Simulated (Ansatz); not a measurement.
# V2O: the cost of one run

Program: Ansatz 0.2.0. Level of theory: DFT PBE, scalar-relativistic, plane waves, PAW. These are calculated values, not measurements.

1 further run of the same task is left out (it didn't finish).

## Step 1: The structure to begin with

It takes space group Pnnm (No. 58, orthorhombic). The conventional cell has a = 4.030 Å, b = 4.919 Å, c = 3.071 Å, α = 90.00°, β = 90.00°, γ = 90.00°. V (site symmetry m) is surrounded by 1 V at 2.01 Å and 3 O at 2.03 to 2.04 Å. O (site symmetry 2/m) is surrounded by 6 V at 2.03 to 2.04 Å.

Coordinates:

```cif
data_structure
_symmetry_space_group_name_H-M 'Pnnm'
_symmetry_Int_Tables_number 58
_cell_length_a 4.0305
_cell_length_b 4.9192
_cell_length_c 3.0709
_cell_angle_alpha 90.000
_cell_angle_beta 90.000
_cell_angle_gamma 90.000
_cell_volume 60.89
loop_
_atom_site_label
_atom_site_type_symbol
_atom_site_symmetry_multiplicity
_atom_site_Wyckoff_symbol
_atom_site_fract_x
_atom_site_fract_y
_atom_site_fract_z
_atom_site_occupancy
V1 V 4 g 0.20040 0.37870 0.00000 1
O1 O 2 a 0.00000 0.00000 0.00000 1
```

(A quick probe on a coarse mesh, which set the mesh and smearing, is not shown.)

## Step 3: Rough relaxation on the coarse mesh

File input.yaml:

```yaml
crystal:
  lattice:
    - [4.0304899127, 0.0, 0.0]
    - [0.0, 4.9191818343, 0.0]
    - [0.0, 0.0, 3.0708840032]
  atoms:
    - { symbol: V, position: [0.2004, 0.3787, 0.0] }
    - { symbol: V, position: [0.7996, 0.6213, 0.0] }
    - { symbol: V, position: [0.7004, 0.1213, 0.5] }
    - { symbol: V, position: [0.2996, 0.8787, 0.5] }
    - { symbol: O, position: [0.0, 0.0, 0.0] }
    - { symbol: O, position: [0.5, 0.5, 0.5] }
basis:
  ecutwfc: 420
kpoints:
  mp_grid: { grid: [4, 4, 6] }
hamiltonian:
  xc: pbe
scf:
  occupations: { method: gaussian, width: 0.1 }
  lower_state_search: "off"
output:
  forces: true
  stress: true
  eigenvalues: true
relax:
  adjacent_minimum: "off"
  f_tol: 0.04
  max_steps: 70
  cell: { stress_tol: 0.4 }
```

Command:

```
ansatz run input.yaml --threads 1 --pin off --max-ram 2560MiB --backend cpu --events-out ev --progress --plain --runs-dir out
```

What time and memory should one allow on 1 thread of AMD EPYC 7R43 (Zen 3), shared host?

About 99 s, with a peak of 0.43 GiB.
